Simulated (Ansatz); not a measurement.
Task: a point defect in a supercell of LuAl2, space group Fd-3m, with Ansatz 0.2.0, Python API. Give the script and its output. Level of theory (first run): PBEsol, PAW, cutoff 490 eV, 3×3×3 k-points, Fermi-Dirac smearing of 0.1 eV.

```
Lu Al
1.0
     0.00000    3.85617    3.85617
     3.85617    0.00000    3.85617
     3.85617    3.85617    0.00000
Lu Al
2 4
Direct
  0.50000 0.50000 0.50000
  0.75000 0.75000 0.75000
  0.12500 0.12500 0.12500
  0.62500 0.12500 0.12500
  0.12500 0.62500 0.12500
  0.12500 0.12500 0.62500
```

`lual2.py`:
```python
# -*- coding: utf-8 -*-
"""A substitution in a supercell of LuAl2, against the perfect cell."""

from dataclasses import dataclass

import ansatz as az
import numpy as np


@dataclass(frozen=True)
class Options:
    mesh: tuple[int, ...] = (3, 3, 3)
    filling: str = "fermi_dirac"


opts = Options()


def main():
    lattice = az.Lattice.of(
        (0.0, 3.856165, 3.856165),
        (3.856165, 0.0, 3.856165),
        (3.856165, 3.856165, 0.0),
    )
    sites = [
        ("Lu", (0.5, 0.5, 0.5)),
        ("Lu", (0.75, 0.75, 0.75)),
        ("Al", (0.125, 0.125, 0.125)),
        ("Al", (0.625, 0.125, 0.125)),
        ("Al", (0.125, 0.625, 0.125)),
        ("Al", (0.125, 0.125, 0.625)),
    ]
    structure = az.Crystal(lattice=lattice)
    for symbol, position in sites:
        structure = structure.atom(symbol, position)
    host = structure.supercell(2, 1, 1)
    defective = host.substitution("B", at=(0.625, 0.125, 0.125), replaces="Al")

    def prepare(structure):
        return (
            structure.calculation()
            .functional(az.Functional.PBESOL)
            .basis(18 * az.Ha)
            .kpoints(*opts.mesh, center="gamma")
            .occupations(opts.filling)
            .band_table()
        )


    perfect = prepare(host).run().report
    job = (
        prepare(defective)
        .relax(force_tolerance=0.05, max_steps=25)
    )
    out = job.run()
    report = out.report

    n_host, n_defect = len(perfect["lattice"]["sites"]), len(report["lattice"]["sites"])
    print(f"perfect cell: {n_host} atoms, F = {perfect['free_energy_ev']:.4f} eV")
    print(f"defect cell:  {n_defect} atoms, F = {report['free_energy_ev']:.4f} eV")
    # chemical potentials are still to be added to this difference
    print(f"difference {report['free_energy_ev'] - perfect['free_energy_ev']:.4f} eV (no chemical potentials)")

    for site in out.lattice.sites:
        print(f"{site.symbol:2s}", " ".join(f"{v:8.4f}" for v in site.position_ang))

    pull = np.linalg.norm(report["forces_ev_ang"], axis=1)
    for atom in np.argsort(-pull)[:5]:
        print(f"force on {out.lattice.sites[atom].symbol}{atom}: {pull[atom]:.3f} eV/A")


if __name__ == "__main__":
    main()
```

```console
$ python lual2.py
perfect cell: 12 atoms, F = -62648.0626 eV
defect cell:  12 atoms, F = -62274.0644 eV
difference 373.9982 eV (no chemical potentials)
Lu   3.8616   3.8507   3.8507
Lu   5.7788   5.7897   5.7897
Al   0.8979   1.0600   1.0600
B    0.9640   2.8921   2.8921
Al   2.7961   1.0600   2.9583
Al   2.7961   2.9583   1.0600
Lu   3.8669   7.7016   7.7016
Lu   5.7735   9.6512   9.6512
Al   1.0302   4.7242   4.7242
Al   0.9640   6.7483   6.7483
Al   2.9881   4.7242   6.6821
Al   2.9881   6.6821   4.7242
force on Al10: 0.015 eV/A
force on Al11: 0.015 eV/A
force on Al4: 0.015 eV/A
force on Al5: 0.015 eV/A
force on Al2: 0.015 eV/A
```

Absolute energies stand on the zero of these potentials, so only differences at equal settings mean something. A total without «per atom» is that of the whole cell that was run. For a metal this k-point mesh is coarse: on a finer one energies can move by several to tens of meV an atom and pressures by half a GPa or more, differences at one mesh by less. The difference holds no chemical potentials. Errors of mesh and smearing per atom add up over the supercell, so the energy can be off by tenths of an eV. The structure comes from a database of computed cells and needn't be a stable or known phase. The supercell is small, so the defect meets its images and the energies aren't those of an isolated defect; a partly filled defect level may also lower its energy by spin or distortion. For a charged cell the difference holds no correction, alignment or term for the electrons' reservoir. Wall time of the script: 61 s on 1 thread of Arm Neoverse V1, on a shared host, peak memory 0.65 GiB.
